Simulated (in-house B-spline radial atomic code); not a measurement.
# Si: excited configurations in jj coupling

Wanted: excitation energies of Si as differences of total energies (ΔSCF).

Method: Dirac-Hartree-Fock, average of configuration, Fermi nucleus, basis-set limit. Code: in-house B-spline radial atomic code version 1.

## Step 1: Starting point

```
element       : silicon (Z = 14)
charge        : 0
electrons     : 14
configuration : 1s2 2s2 2p6 3s2 3p-2
Hamiltonian   : Dirac-Coulomb
nucleus       : Fermi, rms radius 3.122 fm
```

In configurations, a minus sign after the shell means j = l − 1/2 and a plus sign j = l + 1/2; the count of electrons follows.

Input settings:

```ini
Z = 14
electrons = 14.0
configuration = 1s2 2s2 2p6 3s2 3p-2
hamiltonian = dirac
method = hf
spin_polarised = False
nucleus = fermi
rms_radius = 3.1224
mass_number = 28
atomic_mass = 27.97692653442
speed_of_light = 137.035999084
```

From the earlier run of the reference: total energy -289.449838 hartree. Levels, eight at most:

```tsv
orbital	occupation	energy (eV)	<r> (bohr)
1s1/2	2	-1877.68	0.1111
2s1/2	2	-168.53	0.5610
2p1/2	2	-116.83	0.5321
2p3/2	4	-115.64	0.5362
3s1/2	2	-14.900	2.197
3p1/2	2	-7.264	2.809
```

## Step 2: 1s2 2s2 2p6 3s2 3p-1 6p-1

Input settings:

```ini
Z = 14
electrons = 14.0
configuration = 1s2 2s2 2p6 3s2 3p-1 6p-1
hamiltonian = dirac
method = hf
spin_polarised = False
nucleus = fermi
rms_radius = 3.1224
mass_number = 28
atomic_mass = 27.97692653442
speed_of_light = 137.035999084
```

## Step 3: Configuration 1s2 2s2 2p6 3s1 3p+2 7p+1

The settings differ from step 2 so:

```diff
@@ -2,3 +2,3 @@
 electrons = 14.0
-configuration = 1s2 2s2 2p6 3s2 3p-1 6p-1
+configuration = 1s2 2s2 2p6 3s1 3p+2 7p+1
 hamiltonian = dirac
```

## Step 4: Run with 1s2 2s2 2p-2 2p+3 3s2 3p-2 5f+1

The settings differ from step 3 so:

```diff
@@ -2,3 +2,3 @@
 electrons = 14.0
-configuration = 1s2 2s2 2p6 3s1 3p+2 7p+1
+configuration = 1s2 2s2 2p-2 2p+3 3s2 3p-2 5f+1
 hamiltonian = dirac
```

## Step 5: Configuration 1s2 2s2 2p-1 2p+4 3s2 3p-1 3p+1 4d-1

The settings differ from step 4 so:

```diff
@@ -2,3 +2,3 @@
 electrons = 14.0
-configuration = 1s2 2s2 2p-2 2p+3 3s2 3p-2 5f+1
+configuration = 1s2 2s2 2p-1 2p+4 3s2 3p-1 3p+1 4d-1
 hamiltonian = dirac
```

## Step 6: Run with 1s2 2s2 2p6 3s1 3p-2 4p+1

The settings differ from step 5 so:

```diff
@@ -2,3 +2,3 @@
 electrons = 14.0
-configuration = 1s2 2s2 2p-1 2p+4 3s2 3p-1 3p+1 4d-1
+configuration = 1s2 2s2 2p6 3s1 3p-2 4p+1
 hamiltonian = dirac
```

## Step 7: Configuration 1s2 2s2 2p6 3s1 3p-2 7f+1

The settings differ from step 6 so:

```diff
@@ -2,3 +2,3 @@
 electrons = 14.0
-configuration = 1s2 2s2 2p6 3s1 3p-2 4p+1
+configuration = 1s2 2s2 2p6 3s1 3p-2 7f+1
 hamiltonian = dirac
```

## Step 8: Configuration 1s2 2s2 2p-1 2p+4 3s2 3p-1 3p+1 6d+1

The settings differ from step 7 so:

```diff
@@ -2,3 +2,3 @@
 electrons = 14.0
-configuration = 1s2 2s2 2p6 3s1 3p-2 7f+1
+configuration = 1s2 2s2 2p-1 2p+4 3s2 3p-1 3p+1 6d+1
 hamiltonian = dirac
```

## Step 9: 1s2 2s2 2p6 3s2 3p+2

The settings differ from step 8 so:

```diff
@@ -2,3 +2,3 @@
 electrons = 14.0
-configuration = 1s2 2s2 2p-1 2p+4 3s2 3p-1 3p+1 6d+1
+configuration = 1s2 2s2 2p6 3s2 3p+2
 hamiltonian = dirac
```

How far above the reference does each configuration lie (order and size, in eV)?

The runs gave:

| net move | configuration | energy above the reference (eV) | with Breit, QED, recoil (eV) | largest <r> (bohr) |
| --- | --- | --- | --- | --- |
| 2×3p1/2 → 2×3p3/2 | 1s2 2s2 2p6 3s2 3p+2 | -0.235 | -0.238 | 2.79 |
| 3p1/2 → 6p1/2 | 1s2 2s2 2p6 3s2 3p-1 6p-1 | 6.123 | 6.122 | 31.0 |
| 3s → 4p3/2 | 1s2 2s2 2p6 3s1 3p-2 4p+1 | 12.090 | 12.087 | 9.71 |
| 2×3p1/2, 3s → 2×3p3/2, 7p3/2 | 1s2 2s2 2p6 3s1 3p+2 7p+1 | 13.362 | 13.355 | 46.5 |
| 3s → 7f7/2 | 1s2 2s2 2p6 3s1 3p-2 7f+1 | 13.778 | 13.775 | 67.4 |
| 2p1/2, 3p1/2 → 3p3/2, 4d3/2 | 1s2 2s2 2p-1 2p+4 3s2 3p-1 3p+1 4d-1 | 106.92 | 106.87 | 18.4 |
| 2p3/2 → 5f7/2 | 1s2 2s2 2p-2 2p+3 3s2 3p-2 5f+1 | 107.20 | 107.18 | 31.5 |
| 2p1/2, 3p1/2 → 3p3/2, 6d5/2 | 1s2 2s2 2p-1 2p+4 3s2 3p-1 3p+1 6d+1 | 107.46 | 107.40 | 47.6 |

**Reading.** The energies run from -0.235 eV (2×3p1/2 → 2×3p3/2) to 107.46 eV (2p1/2, 3p1/2 → 3p3/2, 6d5/2). 2×3p1/2 → 2×3p3/2 lies below the reference, so at this level the reference is not the lowest of these configurations. Koopmans' estimate of the ionisation threshold is 7.264 eV; 6 configurations exceed it and could autoionise. Two partly filled shells share a symmetry and can mix in the average, which may lower the energy, for: 3p1/2 → 6p1/2; 2×3p1/2, 3s → 2×3p3/2, 7p3/2; 2p1/2, 3p1/2 → 3p3/2, 4d3/2; 2p1/2, 3p1/2 → 3p3/2, 6d5/2. These are averages over configurations, without correlation, not spectroscopic levels.
